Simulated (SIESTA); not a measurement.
The system is Ta3Cu.

```xyz
4
Lattice="-2.0065 2.0065 4.2082 2.0065 -2.0065 4.2082 2.0065 2.0065 -4.2082" Properties=species:S:1:pos:R:3 pbc="T T T"
Ta    0.0000    0.0000    4.2082
Ta    2.0065    0.0000    2.1041
Ta    0.0000    2.0065    2.1041
Cu    0.0000    0.0000    0.0000
```

The cell comes from a database or a generator and needn't be the stable form of this composition.

Base run:

* Program: SIESTA 5.4.2
* Functional: PBEsol
* Potentials or basis: PseudoDojo 0.4 standard (PBEsol files)
* Basis: DZP (energy shift 0.003 Ry; two zetas on semicore shells)
* Grid cutoff: 800 Ry
* Energy shift: 0.003 Ry
* k mesh: 9 × 9 × 9
* Occupations: fermi-dirac, width 0.05 eV
* Spin: no spin polarisation

Its results: band gap on the k mesh none (metal or under the smearing width); pressure -5.7 GPa.

**Question.** The run is repeated on the same cell with these changes: functional from PBEsol to PBE; potentials or basis from PseudoDojo 0.4 standard (PBEsol files) to PseudoDojo 0.4 standard (PBE files). What comes out?

**Answer.** Band gap on the k mesh none (metal or under the smearing width); pressure 1.3 GPa.

Caveats: short orbitals over semicore shells can move pressures by several GPa; spin-orbit coupling is left out, which moves the levels of the heavy elements; the basis of atomic orbitals isn't converged, which shifts pressures, moduli and gaps.
